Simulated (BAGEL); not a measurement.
# CH3BN2O (SMILES C=NBN=O): PBE0/cc-pVDZ (density fitting with qzvpp-jkfit)

What is the energy change on altering one bond length of CH3BN2O at PBE0/cc-pVDZ (density fitting with qzvpp-jkfit)? 

The results are computed with BAGEL 1.2.2.

3 further runs of the same task are left out: 1 that didn't finish, 2 set aside as unsound or not needed.

## Step 1: Starting point

The species is CH3BN2O (8 atoms), meant as a singlet with charge 0. As SMILES, `C=NBN=O`. Geometry: relaxed at GFN2-xTB. This is one conformer, not always the lowest.

Bond lengths: C1–N2 1.252 Å, N2–B3 1.439 Å, B3–N4 1.313 Å, N4–O5 1.194 Å, C1–H6 1.097 Å, C1–H7 1.086 Å, B3–H8 1.176 Å. Angles: C1–N2–B3 129.5°, N2–B3–N4 126.2°, B3–N4–O5 164.1°, N2–C1–H6 126.0°, N2–C1–H7 118.4°, N2–B3–H8 124.5°, N4–B3–H8 109.2°, H6–C1–H7 115.6°.

## Step 2: The energy at PBE0/cc-pVDZ (density fitting with qzvpp-jkfit)

input.json

```json
{ "bagel" : [

{
  "title" : "molecule",
  "basis" : "cc-pvdz.json",
  "df_basis" : "qzvpp-jkfit",
  "angstrom" : true,
  "geometry" : [
    { "atom" : "C", "xyz" : [    0.319470,   -0.008720,    1.650420 ] },
    { "atom" : "N", "xyz" : [   -0.267310,    0.359690,    0.607770 ] },
    { "atom" : "B", "xyz" : [   -0.100380,   -0.097370,   -0.746580 ] },
    { "atom" : "N", "xyz" : [   -0.656070,    0.424430,   -1.815630 ] },
    { "atom" : "O", "xyz" : [   -0.969040,    0.677910,   -2.940010 ] },
    { "atom" : "H", "xyz" : [    1.115730,   -0.760290,    1.710060 ] },
    { "atom" : "H", "xyz" : [    0.033620,    0.448660,    2.592600 ] },
    { "atom" : "H", "xyz" : [    0.523980,   -1.044320,   -1.058640 ] }
  ]
},
{ "title" : "ks", "xc_func" : "pbe0" },
{ "title" : "print", "file" : "orbitals.molden", "orbitals" : true }

]}
```

The basis set cc-pVDZ is read from a file made from the Basis Set Exchange's data (not shown).

On the command line:

```sh
$ BAGEL_NUM_THREADS=1 BAGEL input.json > input.out
```

Log:

```text
* using 1 threads per process

  ===============================================================
  ===============================================================

  *** Geometry ***

  { "atom" : "C", "xyz" : [      0.603711,     -0.016478,      3.118842 ] },
  { "atom" : "N", "xyz" : [     -0.505143,      0.679716,      1.148519 ] },
  { "atom" : "B", "xyz" : [     -0.189691,     -0.184003,     -1.410832 ] },
  { "atom" : "N", "xyz" : [     -1.239793,      0.802056,     -3.431043 ] },
  { "atom" : "O", "xyz" : [     -1.831220,      1.281064,     -5.555814 ] },
  { "atom" : "H", "xyz" : [      2.108424,     -1.436740,      3.231545 ] },
  { "atom" : "H", "xyz" : [      0.063533,      0.847845,      4.899304 ] },
  { "atom" : "H", "xyz" : [      0.990179,     -1.973479,     -2.000540 ] },

  Number of auxiliary basis functions:      435

  Since a DF basis is specified, we compute 2- and 3-index integrals:
    o Being stored without compression. Storage requirement is 0.025 GB

  Number of basis functions:       85
  Number of electrons      :       36

    * METHOD: MOLECULE                             0.60

  *** Kohn-Sham DFT ***

    * Removing 14150 points whose weight is below 1.00e-10
    * Grid points: 105098

  === Nuclear Repulsion ===
   137.9451178410

       - DIIS with orbital gradients will be used.

  === KS iteration (pbe0 / cc-pvdz.json) ===
      0       -213.84201723          0.10419158           0.73
      1       -158.35638108          0.17805838           0.66
      2       -110.32984514          0.20785267           0.72
      3       -222.52859475          0.14660653           0.60
      4       -231.34933205          0.11044673           0.71
      5       -246.65573441          0.05903508           0.70
      6       -247.63837652          0.04506145           0.67
      7       -248.91203432          0.01606437           0.81
      8       -249.08995147          0.00687315           0.74
      9       -249.08381595          0.00662191           0.74
     10       -249.11348397          0.00231882           0.72
     11       -249.11500790          0.00187155           0.72
     12       -249.11668329          0.00042711           0.72
     13       -249.11677571          0.00009584           0.80
     14       -249.11678000          0.00002943           0.65
     15       -249.11678031          0.00001510           0.73
     16       -249.11678044          0.00000803           0.69
     17       -249.11678047          0.00000352           0.66
     18       -249.11678048          0.00000111           0.70
     19       -249.11678048          0.00000064           0.60
     20       -249.11678048          0.00000035           0.74
     21       -249.11678048          0.00000015           0.78
     22       -249.11678048          0.00000013           0.76
     23       -249.11678048          0.00000007           0.73
     24       -249.11678048          0.00000004           0.87
     25       -249.11678048          0.00000003           0.61
     26       -249.11678048          0.00000002           0.66
     27       -249.11678048          0.00000001           0.60
    * SCF iteration converged.

    * Permanent dipole moment:
           (   -0.386663,     0.310630,    -0.372560) a.u.

    * METHOD: KS                                  21.80

    * METHOD: PRINT                                0.01

  ===============================================================
```

It took 23 s on 1 thread of Intel Xeon at 2.50GHz (Skylake/Cascade Lake), shared host; peak memory 0.41 GiB.

## Step 3: The distorted shape, same level

dft.json

```json
{ "bagel" : [

{
  "title" : "molecule",
  "basis" : "cc-pvdz.json",
  "df_basis" : "qzvpp-jkfit",
  "angstrom" : true,
  "geometry" : [
    { "atom" : "C", "xyz" : [       0.269396,       0.128385,       2.056686 ] },
    { "atom" : "N", "xyz" : [      -0.317384,       0.496795,       1.014036 ] },
    { "atom" : "B", "xyz" : [      -0.100380,      -0.097370,      -0.746580 ] },
    { "atom" : "N", "xyz" : [      -0.656070,       0.424430,      -1.815630 ] },
    { "atom" : "O", "xyz" : [      -0.969040,       0.677910,      -2.940010 ] },
    { "atom" : "H", "xyz" : [       1.065656,      -0.623185,       2.116326 ] },
    { "atom" : "H", "xyz" : [      -0.016454,       0.585765,       2.998866 ] },
    { "atom" : "H", "xyz" : [       0.523980,      -1.044320,      -1.058640 ] }
  ]
},

{ "title" : "ks", "xc_func" : "pbe0" },

{ "title" : "print", "file" : "orbitals.molden", "orbitals" : true }

]}
```

The basis set cc-pVDZ is read from a file made from the Basis Set Exchange's data (not shown).

On the command line:

```sh
$ BAGEL_NUM_THREADS=1 BAGEL dft.json > dft.out
```

Log:

```text
* using 1 threads per process

  ===============================================================
  ===============================================================

  *** Geometry ***

  { "atom" : "C", "xyz" : [      0.509085,      0.242612,      3.886573 ] },
  { "atom" : "N", "xyz" : [     -0.599769,      0.938806,      1.916250 ] },
  { "atom" : "B", "xyz" : [     -0.189691,     -0.184003,     -1.410832 ] },
  { "atom" : "N", "xyz" : [     -1.239793,      0.802056,     -3.431043 ] },
  { "atom" : "O", "xyz" : [     -1.831220,      1.281064,     -5.555814 ] },
  { "atom" : "H", "xyz" : [      2.013798,     -1.177649,      3.999277 ] },
  { "atom" : "H", "xyz" : [     -0.031094,      1.106935,      5.667035 ] },
  { "atom" : "H", "xyz" : [      0.990179,     -1.973479,     -2.000540 ] },

  Number of auxiliary basis functions:      435

  Since a DF basis is specified, we compute 2- and 3-index integrals:
    o Being stored without compression. Storage requirement is 0.025 GB

  Number of basis functions:       85
  Number of electrons      :       36

    * METHOD: MOLECULE                             0.49

  *** Kohn-Sham DFT ***

    * Removing 13522 points whose weight is below 1.00e-10
    * Grid points: 105726

  === Nuclear Repulsion ===
   130.0705939053

       - DIIS with orbital gradients will be used.

  === KS iteration (pbe0 / cc-pvdz.json) ===
      0       -213.69147732          0.10423061           0.73
      1       -158.71118671          0.17373240           0.76
      2       -107.55164115          0.18806852           0.67
      3       -205.06071713          0.17455731           0.69
      4       -235.56876618          0.10666857           0.68
      5       -248.59487548          0.03027100           0.73
      6       -247.26758532          0.05663746           0.68
      7       -248.91598969          0.01361161           0.65
      8       -249.03148453          0.00839437           0.68
      9       -249.06155684          0.00279811           0.71
     10       -249.06471876          0.00161511           0.73
     11       -249.06593778          0.00066207           0.71
     12       -249.06616054          0.00006984           0.65
     13       -249.06616322          0.00002591           0.74
     14       -249.06616339          0.00002117           0.71
     15       -249.06616369          0.00000928           0.67
     16       -249.06616377          0.00000392           0.75
     17       -249.06616379          0.00000179           0.55
     18       -249.06616381          0.00000097           0.60
     19       -249.06616381          0.00000065           0.60
     20       -249.06616381          0.00000057           0.65
     21       -249.06616381          0.00000048           0.70
     22       -249.06616381          0.00000026           0.64
     23       -249.06616381          0.00000013           0.66
     24       -249.06616381          0.00000005           0.74
     25       -249.06616381          0.00000003           0.75
     26       -249.06616381          0.00000002           0.71
     27       -249.06616381          0.00000003           0.86
     28       -249.06616381          0.00000002           0.91
     29       -249.06616381          0.00000001           0.77
     30       -249.06616381          0.00000001           0.73
    * SCF iteration converged.

    * Permanent dipole moment:
           (   -0.445188,     0.375268,    -0.440294) a.u.

    * METHOD: KS                                  23.58

    * METHOD: PRINT                                0.02

  ===============================================================
```

Run time: 25 s. Hardware: 1 thread of Intel Xeon at 2.50GHz (Skylake/Cascade Lake), shared host; peak memory 0.41 GiB.

## Step 4: Summary of results

Level: PBE0/cc-pVDZ (density fitting with qzvpp-jkfit).

```
                                                         quantity          value
                                        first shape: total energy  -249.11678 Eh
                                       first shape: dipole moment         1.58 D
                                         first shape: HOMO energy       -6.73 eV
                                         first shape: LUMO energy       -3.33 eV
                                       first shape: HOMO–LUMO gap        3.40 eV
                                    distorted shape: total energy  -249.06616 Eh
                                   distorted shape: dipole moment         1.86 D
                                     distorted shape: HOMO energy       -6.73 eV
                                     distorted shape: LUMO energy       -3.56 eV
                                   distorted shape: HOMO–LUMO gap        3.16 eV
energy change with the N2–B3 bond stretched from 1.439 to 1.871 Å       1.377 eV
```

**Reading.** With the N2–B3 bond stretched from 1.439 to 1.871 Å the energy rises by 1.38 eV (32 kcal/mol). The first shape isn't relaxed at this level, so the change isn't measured from a minimum.
